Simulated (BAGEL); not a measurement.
**UHF/3-21G (density fitting with qzvpp-jkfit) run of GeH2Cl (SMILES [Cl][GeH2])**

Aim: the vertical ionisation energy of GeH2Cl at UHF/3-21G (density fitting with qzvpp-jkfit), from 2 runs. 

The calculation is run with BAGEL 1.2.2.

2 further runs of the same task are left out: 2 that didn't finish.

## 1. Starting point

GeH2Cl has 4 atoms, charge 0, and is taken as a doublet. As SMILES, `[Cl][GeH2]`. The coordinates come from a PBE0-D4/def2-TZVP relaxation.

Bond lengths: Cl1–Ge2 2.156 Å, Ge2–H3 1.546 Å, Ge2–H4 1.546 Å. Angles: Cl1–Ge2–H3 106.8°, Cl1–Ge2–H4 106.8°, H3–Ge2–H4 112.3°.

## 2. The energy at UHF/3-21G (density fitting with qzvpp-jkfit)

Input file input.json:

```json
{ "bagel": [

{
  "title": "molecule",
  "basis": "3-21g",
  "df_basis": "qzvpp-jkfit",
  "angstrom": "true",
  "geometry": [
    { "atom": "Cl", "xyz": [      -1.562900,       0.305200,       0.993500 ] },
    { "atom": "Ge", "xyz": [       0.106700,      -0.451100,      -0.141600 ] },
    { "atom": "H", "xyz": [       0.072700,       0.259600,      -1.514200 ] },
    { "atom": "H", "xyz": [       1.383400,      -0.113700,       0.662300 ] }
  ]
},

{ "title": "uhf", "nopen": 1 },

{ "title": "print", "file": "orbitals.molden", "orbitals": "true" }

]}
```

The run is started by

```bash
$ BAGEL_NUM_THREADS=1 BAGEL input.json > input.out
```

Log:

```text
* using 1 threads per process

  ===============================================================
  ===============================================================

  *** Geometry ***

  { "atom" : "Cl", "xyz" : [     -2.953453,      0.576744,      1.877443 ] },
  { "atom" : "Ge", "xyz" : [      0.201634,     -0.852455,     -0.267585 ] },
  { "atom" : "H", "xyz" : [      0.137383,      0.490573,     -2.861423 ] },
  { "atom" : "H", "xyz" : [      2.614247,     -0.214862,      1.251566 ] },

  Number of auxiliary basis functions:      430

  Since a DF basis is specified, we compute 2- and 3-index integrals:
    o Being stored without compression. Storage requirement is 0.005 GB

  Number of basis functions:       39
  Number of electrons      :       51

    * METHOD: MOLECULE                             0.13

  *** Open-shell HF ***

  === Nuclear Repulsion ===
   161.6472762639

      * DIIS with orbital gradients will be used.

  === UHF iteration (3-21g) ===
      0      -2523.74847755          0.01804994           0.05
      1      -2523.78535464          0.00686909           0.05
      2      -2523.78966342          0.00251899           0.05
      3      -2523.79038537          0.00079389           0.05
      4      -2523.79055835          0.00017740           0.05
      5      -2523.79058503          0.00004269           0.05
      6      -2523.79059077          0.00001549           0.05
      7      -2523.79059230          0.00000746           0.05
      8      -2523.79059269          0.00000326           0.05
      9      -2523.79059274          0.00000059           0.05
     10      -2523.79059274          0.00000027           0.05
     11      -2523.79059274          0.00000009           0.05
     12      -2523.79059274          0.00000003           0.05
     13      -2523.79059274          0.00000001           0.05
     14      -2523.79059274          0.00000001           0.05
    * SCF iteration converged.

    * S^2 (UHF) is 0.7519

    * Permanent dipole moment:
           (   -0.984067,     0.549419,     0.686733) a.u.

    * METHOD: UHF                                  0.86

    * METHOD: PRINT                                0.00

  ===============================================================
```

Wall time 1.1 s (1 thread of Arm Neoverse V1, shared host); peak memory 0.14 GiB.

## 3. The singlet cation at the same level

Input file input.json:

```json
{ "bagel" : [

{
  "title" : "molecule",
  "basis" : "3-21g",
  "df_basis" : "qzvpp-jkfit",
  "angstrom" : true,
  "geometry" : [
    { "atom" : "Cl", "xyz" : [   -1.562900,    0.305200,    0.993500 ] },
    { "atom" : "Ge", "xyz" : [    0.106700,   -0.451100,   -0.141600 ] },
    { "atom" : "H", "xyz" : [    0.072700,    0.259600,   -1.514200 ] },
    { "atom" : "H", "xyz" : [    1.383400,   -0.113700,    0.662300 ] }
  ]
},
{ "title" : "hf", "charge" : 1 },
{ "title" : "print", "file" : "orbitals.molden", "orbitals" : true }

]}
```

The run is started by

```bash
$ BAGEL_NUM_THREADS=1 BAGEL input.json > input.out
```

Log:

```text
* using 1 threads per process

  ===============================================================
  ===============================================================

  *** Geometry ***

  { "atom" : "Cl", "xyz" : [     -2.953453,      0.576744,      1.877443 ] },
  { "atom" : "Ge", "xyz" : [      0.201634,     -0.852455,     -0.267585 ] },
  { "atom" : "H", "xyz" : [      0.137383,      0.490573,     -2.861423 ] },
  { "atom" : "H", "xyz" : [      2.614247,     -0.214862,      1.251566 ] },

  Number of auxiliary basis functions:      430

  Since a DF basis is specified, we compute 2- and 3-index integrals:
    o Being stored without compression. Storage requirement is 0.005 GB

  Number of basis functions:       39
  Number of electrons      :       51

    * METHOD: MOLECULE                             0.13

  *** RHF ***

  === Nuclear Repulsion ===
   161.6472762639

      * DIIS with orbital gradients will be used.

  === RHF iteration (3-21g) ===
      0      -2523.38048122          0.01395153           0.03
      1      -2523.44929837          0.00649639           0.02
      2      -2523.46114946          0.00121875           0.02
      3      -2523.46172201          0.00033669           0.03
      4      -2523.46179792          0.00014302           0.03
      5      -2523.46181461          0.00002997           0.03
      6      -2523.46181525          0.00000688           0.02
      7      -2523.46181528          0.00000144           0.03
      8      -2523.46181528          0.00000065           0.03
      9      -2523.46181528          0.00000020           0.03
     10      -2523.46181528          0.00000006           0.03
     11      -2523.46181528          0.00000002           0.02
     12      -2523.46181528          0.00000000           0.02
    * SCF iteration converged.

    * Permanent dipole moment:
           (   -1.443404,     1.051992,     1.049572) a.u.

    * METHOD: HF                                   0.44

    * METHOD: PRINT                                0.00

  ===============================================================
```

Run time: 0.71 s. Hardware: 1 thread of Arm Neoverse V1, shared host; peak memory 0.14 GiB.

## 4. What came out

Level: UHF/3-21G (density fitting with qzvpp-jkfit).

```
                                          quantity           value
                      doublet GeH2Cl: total energy  -2523.79059 Eh
                     doublet GeH2Cl: dipole moment          3.35 D
                              doublet GeH2Cl: ⟨S²⟩           0.752
                      singlet cation: total energy  -2523.46182 Eh
                       singlet cation: HOMO energy       -18.41 eV
                       singlet cation: LUMO energy        -8.29 eV
                     singlet cation: HOMO–LUMO gap        10.12 eV
vertical ionisation energy (to the singlet cation)        8.946 eV
```

In words: Removing an electron at fixed nuclei costs 8.95 eV (206 kcal/mol). Only the singlet of the ionised species was computed; a triplet could lie lower.
